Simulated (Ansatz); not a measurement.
# CH₇AlOSn: how energies converge with the basis set

The task here is to estimate one member of a computed series from the others.

Program: Ansatz 0.2.0, Gaussian basis. Level of theory: one geometry, several basis sets. These are calculated values, not measurements.

The runs, in order: PBE0-D4/def2-SVP; ωB97M-V/def2-SVP; PBE0-D4/def2-QZVPP; ωB97M-V/def2-QZVPP; the functionals' def2-TZVPP values are taken from earlier runs.

## Structure used throughout

All runs share one geometry, relaxed beforehand with PBE0-D4 in a triple-zeta def2 set. Sn takes the def2 core potential; no spin-orbit term is included.

SMILES `[CH3][SnH2][O][AlH2]`, 11 atoms, charge 0, spin multiplicity 1.

Atoms are counted from 1 here; the program's logs count them from 0.

Bond lengths: C1–Sn2 2.132 Å, C1–H5 1.091 Å, C1–H6 1.090 Å, C1–H7 1.090 Å, Sn2–O3 1.956 Å, Sn2–H8 1.709 Å, Sn2–H9 1.710 Å, O3–Al4 1.677 Å, Al4–H10 1.589 Å, Al4–H11 1.583 Å. Angles: Sn2–C1–H5 110.4°, Sn2–C1–H6 109.5°, Sn2–C1–H7 109.7°, H5–C1–H6 109.1°, H5–C1–H7 109.0°, H6–C1–H7 109.0°, C1–Sn2–O3 107.2°, C1–Sn2–H8 113.1°, C1–Sn2–H9 113.1°, O3–Sn2–H8 105.3°, O3–Sn2–H9 105.6°, H8–Sn2–H9 111.8°, Sn2–O3–Al4 148.1°, O3–Al4–H10 119.4°, O3–Al4–H11 118.6°, H10–Al4–H11 122.1°.

Set-up of the first run:

in.yaml reads:

```yaml
crystal:
  periodic: [false, false, false]
  atoms:
    - {symbol: C, position_ang: [-1.186738, 1.382526, -0.118369]}
    - {symbol: Sn, position_ang: [-0.829443, -0.433544, 0.940419]}
    - {symbol: O, position_ang: [0.787705, -1.234981, 0.185796]}
    - {symbol: Al, position_ang: [2.119763, -1.074135, -0.820396]}
    - {symbol: H, position_ang: [-2.066495, 1.889092, 0.280823]}
    - {symbol: H, position_ang: [-0.321823, 2.038484, -0.019670]}
    - {symbol: H, position_ang: [-1.349782, 1.165603, -1.174130]}
    - {symbol: H, position_ang: [-2.059361, -1.597525, 0.710736]}
    - {symbol: H, position_ang: [-0.488890, -0.186545, 2.597478]}
    - {symbol: H, position_ang: [2.336399, 0.285201, -1.614728]}
    - {symbol: H, position_ang: [3.123963, -2.291178, -0.947359]}
basis:
  gaussian: {orbitals: def2-SVP}
hamiltonian: {xc: pbe0, dispersion: d4}
output: {orbitals: {seedname: orbitals}}
```

Steps of the session up to this table: PBE0-D4 in def2-SVP; ωB97M-V in def2-SVP; PBE0-D4 in def2-QZVPP; ωB97M-V in def2-QZVPP.

One of the session's tables, all rows but one given; the rest of the session is left out.

```
functional       basis  HOMO (eV)
   PBE0-D4    def2-SVP      -7.62
   PBE0-D4  def2-TZVPP      -7.72
   PBE0-D4  def2-QZVPP      -7.73
   ωB97M-V    def2-SVP      -9.81
   ωB97M-V  def2-TZVPP      -9.95
   ωB97M-V  def2-QZVPP          ?
```

Estimate the missing values for ωB97M-V, def2-QZVPP.

As computed: HOMO (eV): -9.96. In the column «HOMO (eV)» it is the lowest.
